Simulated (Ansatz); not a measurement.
# RbGdS2: the cost of one run

Computed with Ansatz 0.2.0 (DFT PBEsol+U (U = 4 eV, J = 0.5 eV on Gd f), plane waves, PAW, no spin–orbit coupling unless a run says so, unless a step's input says otherwise).

1 further run of the same task is left out (it didn't finish).

## 1. The structure to begin with

It takes space group R-3m (No. 166, trigonal). Conventional cell: a = 4.142 Å, b = 4.142 Å, c = 22.553 Å, α = 90.00°, β = 90.00°, γ = 120.00°. Around Rb (site symmetry -3m) lie 6 S at 3.29 Å. Gd (site symmetry -3m) has 6 S at 2.82 Å as nearest neighbours. S (site symmetry 3m) has 3 Gd at 2.82 Å and 3 Rb at 3.29 Å as nearest neighbours.

As a file:

```cif
data_structure
_symmetry_space_group_name_H-M 'P 1'
_symmetry_Int_Tables_number 1
_cell_length_a 7.8887
_cell_length_b 7.8887
_cell_length_c 7.8887
_cell_angle_alpha 30.436
_cell_angle_beta 30.436
_cell_angle_gamma 30.436
_cell_volume 111.67
loop_
_atom_site_label
_atom_site_type_symbol
_atom_site_fract_x
_atom_site_fract_y
_atom_site_fract_z
_atom_site_occupancy
Rb1 Rb 0.50000 0.50000 0.50000 1
Gd1 Gd 0.00000 0.00000 0.00000 1
S1 S 0.26670 0.26670 0.26670 1
S2 S 0.73330 0.73330 0.73330 1
```

An earlier series on this cell reached its lowest free state from «ferromagnetic start, free, symmetry kept, no search», perhaps among other starts.

## 2. Total moment locked, 3.50 μB per cell

input.yaml

```yaml
crystal:
  lattice:
    - [2.07075202, 1.19554924, 7.51762003]
    - [-2.07075202, 1.19554924, 7.51762003]
    - [0.0, -2.39109847, 7.51762003]
  atoms:
    - { symbol: Rb, position: [0.5, 0.5, 0.5] }
    - { symbol: Gd, position: [0.0, 0.0, 0.0], spin: 3.5 }
    - { symbol: S, position: [0.2667, 0.2667, 0.2667] }
    - { symbol: S, position: [0.7333, 0.7333, 0.7333] }
basis:
  ecutwfc: 420
  ecutrho_ratio: 4
kpoints:
  mp_grid: { grid: [5, 5, 5] }
hamiltonian:
  xc: pbesol
  hubbard: { sites: [{ site: 1, l: f, u: 4.0, j: 0.5 }] }
scf:
  occupations: { method: gaussian, width: 0.05 }
  lower_state_search: "off"
  max_iter: 150
output:
  forces: true
  stress: true
  eigenvalues: true
  populations: true
  hubbard: { sites: [{ site: 1, l: f }] }
magnetization:
  spin_polarized: true
  initial_magnetization: 3.5
  spin_locking: { lock_magnetization: hard }
```

The lock stays on to the end, so the result is a constrained state.

The run is started by

```
ansatz run input.yaml --threads 4 --pin off --max-ram 6144MiB --backend cpu --events-out ev --progress --plain --runs-dir out
```

**Question.** How long does this run take on 4 threads of AMD EPYC 7R43 (Zen 3), shared host, and how much memory does it need?

About 9.5 s, with a peak of 0.59 GiB.
